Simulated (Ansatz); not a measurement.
# BaWO4 (I4_1/a) in Ansatz: single point with HSE06

Aim: the single point of BaWO4 with HSE06.

All numbers are computed with Ansatz 0.2.0; they aren't measurements. Logs are shortened: lines on timing, memory, paths and dates and some standing lists are left out, and cuts for length are marked.

**Measured values to compare with.**

From “Optical absorption of divalent metal tungstates: Correlation between the band-gap energy and the cation ionic radius”, 2008, arxiv:0807.2115, for a bulk crystal of BaWO4 at 300 K: band gap 5.26 eV (optical).

The runs below are set against these values where they give the same quantity.

### Step 1. The structure

The structure is tetragonal, space group I4_1/a (No. 88). Conventional cell: a = 5.667 Å, b = 5.667 Å, c = 12.739 Å, α = 90.00°, β = 90.00°, γ = 90.00°. Around W (site symmetry -4) lie 4 O at 1.79 Å. Ba (site symmetry -4) is surrounded by 8 O at 2.76 to 2.80 Å. Around O (site symmetry 1) lie 1 W at 1.79 Å.

The cell is a database's computed one.

### Step 2. Single point, HSE06

input

```
crystal:
  lattice:
    - [-2.833365905, 2.833365905, 6.36926687]
    - [2.833365905, -2.833365905, 6.36926687]
    - [2.833365905, 2.833365905, -6.36926687]
  atoms:
    - { symbol: W, position: [0.0, 0.0, 0.0] }
    - { symbol: W, position: [0.75, 0.25, 0.5] }
    - { symbol: Ba, position: [0.5, 0.5, 0.0] }
    - { symbol: Ba, position: [0.25, 0.75, 0.5] }
    - { symbol: O, position: [0.59785523, 0.20310814, 0.14376005] }
    - { symbol: O, position: [0.79689186, 0.94065191, 0.39474709] }
    - { symbol: O, position: [0.95310814, 0.30934809, 0.10525291] }
    - { symbol: O, position: [0.20409518, 0.84785523, 0.89474709] }
    - { symbol: O, position: [0.54590482, 0.40214477, 0.60525291] }
    - { symbol: O, position: [0.05934809, 0.45409518, 0.85623995] }
    - { symbol: O, position: [0.69065191, 0.79590482, 0.64376005] }
    - { symbol: O, position: [0.15214477, 0.04689186, 0.35623995] }
hamiltonian:
  xc: hse06
  pseudopotentials: { kind: paw }
kpoints:
  mp_grid: { grid: [6, 6, 6] }
scf:
  occupations: { method: fermi_dirac, width: 0.05 }
output:
  forces: true
  stress: true
  eigenvalues: true
  write_density: true
  write_potential: true
  elf: true
  volumetric_format: npy
```

Potentials or basis: Ansatz PAW.

Standard output:

```text
Warning: output.stress: scf.convergence.dr2_threshold = 1e-7 eV (the SCF's general default) is looser than the 1.2e-9 eV advised for a printed stress (1e-10 eV for each atom of the cell: 12). What an SCF threshold leaves in a stress goes as its square root, and in the free energy as the threshold itself, and one threshold admits the most on a small cell: of the crystals measured, under no hybrid functional and no lock of the moments, on runs that ended without the residual-converged pass, on stresses that held no estimate of that error, the worst erred by over 100 MPa in a component at 1e-7 eV an atom and by under 5 at 1e-10. Set scf.convergence.dr2_threshold to 1.2e-9 eV or tighter. The threshold is an SCF's pass mark: one that does not reach it within its budget of iterations ends unconverged, or closes short of it on a stop that the run arms, and scf.convergence.dr2_threshold's page says what that costs each kind of run
Warning: output.stress: scf.exx.energy_threshold = 1e-6 eV is looser than the 1.2e-7 eV advised for a stress under a hybrid functional (1e-8 eV for each atom of the cell: 12). Every SCF of the exchange loop can meet its threshold on dr2 while the loop round them stops early: no threshold on dr2 bounds what that leaves in the stress. Set scf.exx.energy_threshold to 1.2e-7 eV or tighter. The threshold is the loop's pass mark: a loop that does not reach it within its budget of cycles ends unconverged, and scf.exx.energy_threshold's page has the law
GPUs: using 1 of 1 available (devices: 1).
Engine: ansatz 0.2.0, x86_64-unknown-linux-gnu
Pseudopotentials: kind: paw
Pseudopotential: W, paw, valence charge 14, recommended cutoff 420 eV (normal), W.paw.azcp
Pseudopotential: Ba, paw, valence charge 10, recommended cutoff 420 eV (normal), Ba.paw.azcp
Pseudopotential: O, paw, valence charge 6, recommended cutoff 420 eV (normal), O.paw.azcp
Functional definition: HSE06
  parameter a = 0.25
  parameter omega = 0.11/bohr
  exchange = pbe_x - a*pbe_x_sr(omega) + a*exact_x_sr(omega)
  correlation = pbe_c
device memory: the entry about to start is reckoned to put 3.2 GiB on a device that reports 70.3 GiB free (of which the cap on the GPU budget leaves the run 18.0 GiB)
GPU FFT provider: cuFFT
GPU libraries: cuBLAS 13.8.2, cuFFT 12.4.0, cuSOLVER 12.3.4
Crystal: 12 atoms, lattice volume = 204.529 Å³
Basis set: ecut = 420 eV, 4045 PW (Γ), exchange–correlation on 108×108×108 points (8 copies of the dense FFT grid, shifted against one another)
Bands: 60, of which v1, the nominal top of the filled ones, is band 48 counted from 1 (47 counted from 0)
Symmetry: 8 space group operations
Space group: I41/a (ITA 88), of the structure as read, at distance tolerance 5.9e-5 Å
k-points: 36 of 216
Non-local potential: W, projectors of the file, l = 0: 3, l = 1: 2, l = 2: 2, l = 3: 1
Non-local potential: Ba, projectors of the file, l = 0: 3, l = 1: 2, l = 2: 2, l = 3: 2
Non-local potential: O, projectors of the file, l = 0: 2, l = 1: 2, l = 2: 1
PAW form: soft (Blöchl's): semilocal exchange-correlation on the pseudo side does not see the compensation charge
PAW frozen core: W, regenerated for the run's functional, and the local potential with it (the file was generated under x = pbe(κ = 0.804, μ = 0.2195149727645171), c = pbe(β = 0.06672455060314922))
PAW frozen core: Ba, regenerated for the run's functional, and the local potential with it (the file was generated under x = pbe(κ = 0.804, μ = 0.2195149727645171), c = pbe(β = 0.06672455060314922))
PAW frozen core: O, regenerated for the run's functional, and the local potential with it (the file was generated under x = pbe(κ = 0.804, μ = 0.2195149727645171), c = pbe(β = 0.06672455060314922))
PAW one-centre angular grid: W, 590 points (default); XC on 64 Gauss nodes
PAW one-centre angular grid: Ba, 194 points (default); XC on 64 Gauss nodes
PAW one-centre angular grid: O, 110 points (default); XC on 96 Gauss nodes
Initial density: superposition of atomic densities (neutral atoms: chi_scale 0, normalization atom), corrected by the library's trained network
[... 43 lines left out ...]
SCF iter   5: F=—  HF=-37229.769582 eV  |F-HF|=—  |Δ(HF+E_count)|=   7.27e-9  Δρ=1.46e-6  dr2=4.24e-9  ethr=1.98e-11  ⟨swp⟩=4.0  Hψ=5836  notcnv=0
SCF iter   6: F=-37229.769582 eV  HF=-37229.769582 eV  |F-HF|=4.52e-9  |Δ(HF+E_count)|=   1.98e-8  Δρ=1.61e-6  dr2=5.16e-9  ethr=3.21e-12 (applied; sched 2.42e-12)  ⟨swp⟩=6.0  Hψ=7011  notcnv=0  defer=5
SCF 3 converged in 6 iterations: F = -37229.769582 eV  dr2 = 5.16e-9
  Residual-converged pass: ⟨swp⟩=2.4  Hψ=4030  notcnv=0  max |occ|·‖R‖ = 1.1e-6 eV (tolerance 1.1e-6 eV)  dr2=5.15e-9  dr2_onsite=2.58e-10  max |Δocc| = 0.0e0
hybrid outer 2: dexx = +1.088e-6 eV, tail = 2.92e-8 eV, Δε = 1.06e-3 eV (about 2.43e-5 eV left of the loop's levels), ΔF = 1.72e-2 eV/Å (tail 1.54e-3)
GPU FFT provider: cuFFT
GPU libraries: cuBLAS 13.8.2, cuFFT 12.4.0, cuSOLVER 12.3.4
GPU buffer pool allocated for 157464 grid points (all kernels)
GPU transforms: local potential and band sums: pruned to the plane-wave sphere, on 54×54×54
Exchange kernel: α = 0.2500, screened, ω = 0.2079 Å⁻¹, Wigner–Seitz truncation, v(0) = 1046.9321 eV·Å³, q-mesh 6×6×6, nearest image of the exchange supercell L = 34.00 Å, pair-density grid 32×32×32, without the augmentation charges, whose exchange is taken in its separable form by FFT convolution over the k-point mesh (sized by the pseudopotential files, 45×45×27 at the most), smooth part of the exact exchange by density-matrix convolution in up to 22.05 GiB of GPU memory as planned if the GPU has room (build and FFT work areas not counted)
Frozen-core exchange: fock
SCF iter   1: F=—  HF=-37229.769582 eV  |F-HF|=—  |Δ(HF+E_count)|=         —  Δρ=3.72e-6  dr2=2.12e-8  ethr=1.52e-10  ⟨swp⟩=9.1  Hψ=6042  notcnv=0
preconditioner: auto → none  [insulator: Δε(μ)=6.238 eV  Ē_g=14.260 eV  σ=0.050 eV  W_gap=1.00  n_scr=36 (ndim 8)  ℏωp=22.6 eV  f_vac=0.066  D(μ)=0.00/eV (n_scr^D=0)]
SCF iter   2: F=-37229.769582 eV  HF=-37229.769582 eV  |F-HF|=5.38e-10  |Δ(HF+E_count)|=   5.51e-9  Δρ=7.08e-7  dr2=7.07e-10  ethr=2.15e-11  ⟨swp⟩=3.0  Hψ=4742  notcnv=0
SCF 4 converged in 2 iterations: F = -37229.769582 eV  dr2 = 7.07e-10
  Residual-converged pass: ⟨swp⟩=3.9  Hψ=5690  notcnv=0  max |occ|·‖R‖ = 7.7e-7 eV (tolerance 7.8e-7 eV)  dr2=6.03e-10  dr2_onsite=3.80e-11  max |Δocc| = 0.0e0
hybrid outer 3: dexx = +5.953e-10 eV, tail = 1.51e-9 eV, Δε = 3.02e-5 eV (about 9.03e-6 eV left of the loop's levels), ΔF = 1.60e-4 eV/Å (tail 1.79e-4)
hybrid SCF converged: 3 outer / 15 inner (+3 warm-up), last move |dexx| = 5.95e-10 eV, tail = 1.51e-9 eV
Stability not checked: this state was not tested for a lower state beside it, because the functional holds exact exchange (a hybrid, or Hartree-Fock), whose exchange loop this test does not read (fock_operator; see scf.lower_state_search)
Free energy (F): -37229.769582 eV
Frozen-core exchange: fock
Harris-Foulkes:  -37229.769582 eV  (|F-HF|=5.38e-10)
Internal energy: -37229.769582 eV  (E = F + TS)
E sigma→0 (E₀):  -37229.769582 eV
Fermi energy:    7.841176 eV
--- Per-component energies (eV) ---
  E_band       = -923.236741
  E_kinetic    = 2631.545784
  E_local      = -6716.032936  (includes V_loc(G=0)·N_el)
  E_nonlocal   = 487.525553
  E_hartree    = 2478.055489
  E_xc         = -1165.644136
  E_vxc        = -1191.475393  (∫ρ·V_xc dr)
  E_exx        = -272.598830  (= α·E_x^exact, valence–valence)
  E_paw        = -28866.028196  (= ΣΔE_a)
  E_vpaw       = -545.732387  (= ΣTr[D̂ρ^β])
  E_aug_tail   = 0.019236  (compensation charges beyond the density's cutoff)
  E_ewald      = -5800.256147
  E_core_change = -6.355410  (= ΣΔE_core)
  E_smearing   = -0.000000  (= −TS)
  E_closure    = 0.000012  (closes the sum)
  Σ components = -37229.769582   (vs F -37229.769582, Δ=7.28e-12)
--- Forces (eV/Å), atoms counted from 1 ---
  atom   1  W      0.00000000    -0.00000000     0.00000000
  atom   2  W      0.00000000     0.00000000     0.00000000
  atom   3  Ba     0.00000000     0.00000000     0.00000000
  atom   4  Ba     0.00000000    -0.00000000     0.00000000
  atom   5  O      0.34897777     0.63281840    -0.50425371
  atom   6  O      0.63281840    -0.34897777     0.50425371
  atom   7  O     -0.63281840     0.34897777    -0.50425371
  atom   8  O      0.63281840    -0.34897777    -0.50425371
  atom   9  O     -0.63281840     0.34897777     0.50425371
  atom  10  O     -0.34897777    -0.63281840    -0.50425371
  atom  11  O      0.34897777     0.63281840     0.50425371
  atom  12  O     -0.34897777    -0.63281840     0.50425371
  max |Σ_I F_I| component: 1.11e-16 eV/Å
--- Stress (GPa, compression-positive) ---
       -3.232265       0.000000      -0.000000
       -0.000000      -3.232265       0.000000
        0.000000       0.000000      -3.112651
  P = ⅓ Tr σ = -3.1924 GPa (-31.924 kbar)
--- Band table (eV; the first three rows and the last of 36) ---
  k-point 0: bands = ["-71.8170", "-71.8168", "-34.8801", "-34.8801", "-34.8781", "-34.8781", "-34.8627", "-34.8536", "-20.8488", "-20.7526", "-13.3473", "-12.9898", "-12.8046", "-12.6309", "-12.6309", "-12.5976", "-12.5028", "-12.5028", "-5.1284", "-5.1165", "-5.1165", "-4.8853", "-4.8820", "-4.8820", "0.9038", "1.0026", "1.0026", "1.1305", "1.1487", "1.5352", "1.6566", "1.6999", "1.6999", "1.7200", "1.9336", "1.9538", "3.2805", "3.4069", "3.4069", "3.7704", "3.8048", "3.8048", "3.8621", "4.2179", "4.2179", "4.4450", "4.6996", "4.6996", "10.9700", "11.1876", "11.4035", "11.5527", "11.7551", "12.4365", "12.4365", "12.8784", "13.0684", "13.0684", "13.4812", "13.7522"]
  k-point 1: bands = ["-71.8170", "-71.8168", "-34.8801", "-34.8800", "-34.8784", "-34.8782", "-34.8619", "-34.8541", "-20.8406", "-20.7583", "-13.3623", "-13.0225", "-12.7797", "-12.6334", "-12.6217", "-12.5880", "-12.5209", "-12.4861", "-5.1247", "-5.1098", "-5.0979", "-4.9047", "-4.8823", "-4.8782", "0.8405", "0.8493", "1.0534", "1.2300", "1.3762", "1.4251", "1.5387", "1.6803", "1.7050", "1.7925", "1.9152", "2.1495", "3.1582", "3.2405", "3.3779", "3.7393", "3.8551", "3.9201", "4.0476", "4.1513", "4.2604", "4.4047", "4.5257", "4.6581", "11.0709", "11.2442", "11.3808", "11.6155", "12.1724", "12.3787", "12.6512", "12.7952", "12.9585", "13.1506", "13.7144", "13.9009"]
  k-point 2: bands = ["-71.8169", "-71.8169", "-34.8799", "-34.8796", "-34.8790", "-34.8786", "-34.8600", "-34.8555", "-20.8209", "-20.7745", "-13.3265", "-13.0891", "-12.7118", "-12.6488", "-12.6349", "-12.5603", "-12.5484", "-12.5108", "-5.1276", "-5.0796", "-5.0703", "-4.9598", "-4.8989", "-4.8846", "0.8575", "1.0180", "1.1122", "1.1904", "1.3192", "1.4305", "1.4771", "1.6495", "1.6971", "1.8746", "1.9581", "2.2773", "3.1272", "3.2610", "3.2950", "3.6926", "3.8653", "3.9500", "4.0117", "4.1990", "4.3150", "4.3366", "4.4310", "4.5356", "11.1194", "11.2045", "11.4085", "11.6284", "12.3100", "12.4370", "12.7153", "13.0364", "13.2614", "13.3406", "13.6577", "14.0540"]
  k-point 35: bands = ["-71.8169", "-71.8169", "-34.8814", "-34.8814", "-34.8768", "-34.8768", "-34.8581", "-34.8581", "-20.8003", "-20.8003", "-13.2682", "-13.2682", "-12.6495", "-12.6495", "-12.5956", "-12.5956", "-12.4825", "-12.4825", "-5.0934", "-5.0934", "-4.9963", "-4.9963", "-4.9194", "-4.9194", "0.9189", "0.9189", "1.1245", "1.1245", "1.2665", "1.2665", "1.5146", "1.5146", "1.5908", "1.5908", "2.4153", "2.4153", "3.0303", "3.0303", "3.2540", "3.2540", "4.0137", "4.0137", "4.3825", "4.3825", "4.4340", "4.4340", "4.5872", "4.5872", "10.9381", "10.9381", "11.2447", "11.2447", "12.3520", "12.3520", "13.2911", "13.2911", "13.3710", "13.3710", "13.4809", "13.4809"]
```

It took 2.6 min on 1 × NVIDIA H100 80GB HBM3 with 2 threads of AMD EPYC 7R13 (Zen 3), shared host; peak memory 11 GiB.

What came out:

```
Free energy            : -37229.7696 eV
Pressure               : -3.2 GPa
Largest force          : 0.881 eV/Å
Band gap on the k mesh : 6.24 eV, indirect (least direct gap 6.27 eV)
```

Forces in eV/Å, atoms in the order of the input:
```
W    0.000  0.000  0.000
W    0.000  0.000  0.000
Ba   0.000  0.000  0.000
Ba   0.000  0.000  0.000
O    0.349  0.633 -0.504
O    0.633 -0.349  0.504
O   -0.633  0.349 -0.504
O    0.633 -0.349 -0.504
O   -0.633  0.349  0.504
O   -0.349 -0.633 -0.504
O    0.349  0.633  0.504
O   -0.349 -0.633  0.504
```

Stress tensor (GPa, compression positive):
```
-3.23  0.00  0.00
 0.00 -3.23  0.00
 0.00  0.00 -3.11
```

Caveat: the pressure holds a Pulay correction of +0.3 GPa for the finite cutoff; spin-orbit coupling is left out, which moves the levels of the heavy elements; the PAW data sets come from PBE, with cores solved anew for the run's functional, which leaves a small shift of forces and pressure; the thresholds are loose for stress.

### Step 3. How close it comes

Step 2. A measured gap of BaWO4 is 5.26 eV (optical; 300 K; “Optical absorption of divalent metal tungstates: Correlation between the band-gap energy and the cation ionic radius”, 2008, arxiv:0807.2115); the calculated 6.24 eV misses it by +0.98 eV. 2 values of this kind are on record (5 to 5.26 eV); this one was drawn at random. Spin-orbit coupling on Ba, W is left out. The value is that of HSE06 on a finite k mesh, which can miss the band edges, without temperature or zero-point motion. The cell is a database's relaxed one, not the measured one, which moves gaps too.
